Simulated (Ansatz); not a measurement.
**CH₄BFTe: how energies converge with the basis set**

An exercise on one series of results from a longer session: the logs are not shown, and one member is left open.

Computed with Ansatz 0.2.0, Gaussian basis. Level: one geometry, several basis sets.

Levels to be run: PBE0-D4/def2-SVP; ωB97M-V/def2-SVP; PBE0-D4/def2-QZVPP; ωB97M-V/def2-QZVPP; the functionals' def2-TZVPP values are taken from earlier runs.

### The relaxed structure

The geometry comes from an earlier relaxation with PBE0-D4 in a triple-zeta def2 set; it is a stationary point, not always the lowest conformer. Te takes the def2 core potential; no spin-orbit term is included.

8 atoms, charge 0, spin multiplicity 1.

Atoms are counted from 1 here; the program's logs count them from 0.

Bond lengths: C1–Te2 2.143 Å, C1–H5 1.088 Å, C1–H6 1.087 Å, C1–H7 1.087 Å, Te2–B3 2.133 Å, B3–F4 1.321 Å, B3–H8 1.199 Å. Angles: Te2–C1–H5 107.9°, Te2–C1–H6 108.9°, Te2–C1–H7 109.0°, H5–C1–H6 110.2°, H5–C1–H7 110.3°, H6–C1–H7 110.4°, C1–Te2–B3 94.8°, Te2–B3–F4 120.4°, Te2–B3–H8 120.1°, F4–B3–H8 119.5°.

Geometry (Å):

```xyz
8
charge 0, multiplicity 1
C    -0.64460    1.09503   -0.58820
Te    0.71307    0.74859    1.03295
B     0.82842   -1.35845    0.72036
F     1.58397   -2.10952    1.50142
H    -0.86936    0.13450   -1.04795
H    -1.55288    1.54639   -0.19675
H    -0.17255    1.75684   -1.31001
H     0.20613   -1.87038   -0.16762
```

Set-up of the first run:

Input file in.yaml:

```yaml
crystal:
  periodic: [false, false, false]
  atoms:
    - {symbol: C, position_ang: [-0.644597, 1.095034, -0.588200]}
    - {symbol: Te, position_ang: [0.713072, 0.748588, 1.032948]}
    - {symbol: B, position_ang: [0.828415, -1.358453, 0.720359]}
    - {symbol: F, position_ang: [1.583975, -2.109517, 1.501423]}
    - {symbol: H, position_ang: [-0.869364, 0.134499, -1.047946]}
    - {symbol: H, position_ang: [-1.552883, 1.546388, -0.196754]}
    - {symbol: H, position_ang: [-0.172547, 1.756836, -1.310013]}
    - {symbol: H, position_ang: [0.206129, -1.870376, -0.167618]}
basis:
  gaussian: {orbitals: def2-SVP}
hamiltonian: {xc: pbe0, dispersion: d4}
output: {orbitals: {seedname: orbitals}}
```

Started as:

```
ansatz run in.yaml --threads 2 --pin off --events-out ev --progress --plain --max-ram 4352MiB
```

Steps of the session up to this table: PBE0-D4 in def2-SVP; ωB97M-V in def2-SVP; PBE0-D4 in def2-QZVPP; ωB97M-V in def2-QZVPP.

One of the session's tables, all rows but one given; the rest of the session is left out.

It belongs to the step «Density functionals: the series». 

| functional | basis | HOMO (eV) |
| --- | --- | --- |
| PBE0-D4 | def2-SVP | -6.58 |
| PBE0-D4 | def2-TZVPP | -6.66 |
| PBE0-D4 | def2-QZVPP | -6.67 |
| ωB97M-V | def2-SVP | -8.59 |
| ωB97M-V | def2-TZVPP | ? |
| ωB97M-V | def2-QZVPP | -8.70 |

Q: Estimate the row for ωB97M-V, def2-TZVPP from the others.

**Answer.** HOMO (eV): -8.69. In the column «HOMO (eV)» it lies between ωB97M-V, def2-QZVPP (-8.70) and ωB97M-V, def2-SVP (-8.59).
